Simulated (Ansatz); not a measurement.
Run this with Ansatz's Python interface and show what comes out.

`c2h7alo2.py`
```python
import ansatz as az

BASIS_SET = "def2-SVP"
XC = "pbe"


def energy_of(molecule, charge=0, unpaired=0):
    calc = (
        molecule.calculation()
        .basis(gaussian=BASIS_SET)
        .functional(XC)
    )
    if charge:
        calc = calc.charge(charge)
    if unpaired:
        calc = calc.spin("collinear", total=unpaired)
    report = calc.run(threads=1, backend="cpu").report
    if report["published_state_doubts"]:
        print("  doubts:", report["published_state_doubts"])
    return report["free_energy_ev"]

def without(molecule, index):
    rest = az.Crystal.molecule()
    for i, site in enumerate(molecule.cartesian_sites):
        if i != index:
            rest = rest.atom(site.symbol, site.position_ang)
    return rest

geometry = (
    az.Crystal.molecule()
    .atom("C", (-1.8413, -0.8916, 0.0993))
    .atom("O", (-0.863, -1.7061, -0.3321))
    .atom("Al", (0.7374, -1.0631, 0.2688))
    .atom("O", (1.8353, 0.1172, -0.763))
    .atom("C", (1.4074, 1.4219, -0.4686))
    .atom("H", (-2.8552, -1.236, -0.2807))
    .atom("H", (-1.7428, 0.173, -0.3426))
    .atom("H", (-1.911, -0.7811, 1.1913))
    .atom("H", (1.3236, -1.5055, 1.752))
    .atom("H", (2.0187, 2.1139, -1.0519))
    .atom("H", (1.6119, 1.6687, 0.6354))
    .atom("H", (0.356, 1.6336, -0.6738))
)

whole = energy_of(geometry, 0)
hydrogen = energy_of(az.Crystal.molecule().atom("H", (0, 0, 0)), 0, 1)
print(f"E(molecule) = {whole:.5f} eV, E(H) = {hydrogen:.5f} eV")
for index in [11, 8]:
    radical = energy_of(without(geometry, index), 0, 1)
    print(f"H{index}: homolysis {23.060548 * (radical + hydrogen - whole):.1f} kcal/mol")
```

`python c2h7alo2.py` gives:
```text
E(molecule) = -12861.68746 eV, E(H) = -13.56840 eV
H11: homolysis 98.8 kcal/mol
H8: homolysis 79.2 kcal/mol
```

Reading the output:
- Total energies depend on the basis set; only differences at equal settings carry meaning.
- The geometry is a force-field or estimated start, not a minimum of this method, and the basis set is short of its limit. All parts are taken at fixed geometry, without zero-point energy.
- This functional overbinds, so such energies come out a few per cent too high (LDA far more).
- Finished in 15 s on 1 thread of Arm Neoverse V1, on a shared host, peak memory 0.22 GiB.

(Lines on the test bed's own set-up are left out of the output.)
